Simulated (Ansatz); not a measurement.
# Cl₂GeH₂O: taking an electron away

How much energy removes an electron from Cl₂GeH₂O at fixed geometry? The cation is run at each level and the neutral's energy taken from earlier runs.

Method: unrestricted cation, the program's frozen cores in correlated methods; program: Ansatz 0.2.0, Gaussian basis.

Plan: UKS PBE-D4/def2-TZVPP; UKS r2SCAN-D4/def2-TZVPP; UKS PBE0-D4/def2-TZVPP; UKS B3LYP-D4/def2-TZVPP; UKS wB97X-V/def2-TZVPP; UKS wB97M-V/def2-TZVPP; UKS B2PLYP/def2-TZVPP; UHF-CCSD(T)/def2-TZVPP; UHF-MP2/def2-QZVPP; extrapolation to the limit; then −ε(HOMO) from the neutral's earlier runs with LDA (SPW92), PBE-D4, revPBE-D4, BLYP-D4, r2SCAN-D4, B97M-V, PBE0-D4, B3LYP-D4, r2SCANh-D4, r2SCAN0-D4, HSE06-D4, BHLYP-D4, CAM-B3LYP-D4, LC-ωPBE, ωB97X-V, ωB97M-V.

### Step 1. The geometry

An earlier PBE0-D4 in a triple-zeta def2 set relaxation fixed the geometry.

SMILES `[OH][GeH]([Cl])[Cl]`, 6 atoms, charge 0, spin multiplicity 1.

Atoms are counted from 1 here; the program's logs count them from 0.

Bond lengths: O1–Ge2 1.752 Å, O1–H5 0.961 Å, Ge2–Cl3 2.137 Å, Ge2–Cl4 2.137 Å, Ge2–H6 1.521 Å. Angles: Ge2–O1–H5 113.6°, O1–Ge2–Cl3 109.7°, O1–Ge2–Cl4 109.7°, O1–Ge2–H6 108.2°, Cl3–Ge2–Cl4 106.8°, Cl3–Ge2–H6 111.2°, Cl4–Ge2–H6 111.3°.

### Step 2. Cation, UKS PBE-D4/def2-TZVPP

Input file in.yaml:

```yaml
crystal:
  periodic: [false, false, false]
  atoms:
    - {symbol: O, position_ang: [-0.160951, 1.291030, -0.614176]}
    - {symbol: Ge, position_ang: [-0.065448, -0.148801, 0.378946]}
    - {symbol: Cl, position_ang: [1.948470, -0.862572, 0.421721]}
    - {symbol: Cl, position_ang: [-1.252417, -1.700602, -0.487352]}
    - {symbol: H, position_ang: [0.126420, 1.152020, -1.521038]}
    - {symbol: H, position_ang: [-0.553975, 0.204925, 1.775698]}
basis:
  gaussian: {orbitals: def2-TZVPP}
total_charge: 1
magnetization: {spin_polarized: true, initial_magnetization: 1}
hamiltonian: {xc: pbe, dispersion: d4}
```

Launch:

```sh
> ansatz run in.yaml --threads 2 --pin off --events-out ev --progress --plain --max-ram 32768MiB --backend cpu
```

Further steps of the session: Cation, UKS r2SCAN-D4/def2-TZVPP; Cation, UKS PBE0-D4/def2-TZVPP; Cation, UKS B3LYP-D4/def2-TZVPP; Cation, UKS wB97X-V/def2-TZVPP; Cation, UKS wB97M-V/def2-TZVPP; Cation, UKS B2PLYP (frozen core)/def2-TZVPP; Cation, UHF-CCSD(T)/def2-TZVPP; Cation, UHF-MP2/def2-QZVPP.

**Question.** What will the summary of the whole plan be? Wanted: ionisation energy, CCSD(T)/CBS; nearest functional by difference; nearest −ε(HOMO); −ε(HOMO) of PBE; T1 of the cation.

**Answer**, as computed:

```
                        quantity               value
  ionisation energy, CCSD(T)/CBS            12.15 eV
nearest functional by difference  ωB97X-V (-0.31 eV)
                nearest −ε(HOMO)  LC-ωPBE (-0.07 eV)
                 −ε(HOMO) of PBE             7.70 eV
                T1 of the cation               0.055
```

Energy differences with functionals land within 1.40 eV of the reference. The PBE orbital energy is 4.5 eV too small: a semilocal HOMO is no ionisation energy. Among orbital estimates LC-ωPBE comes nearest. Hartree-Fock falls 1.29 eV short, as the neutral has more correlation energy than the cation. The cation's T1 (from the report) is 0.055, above the customary mark of 0.045 for open shells, so the coupled-cluster value is less safe. Correlated methods include outer-core shells of Ge, which these sets cover unevenly. With outer-core shells in play the reference is unsure by up to some tenths of an eV, so close misses can't be ranked.
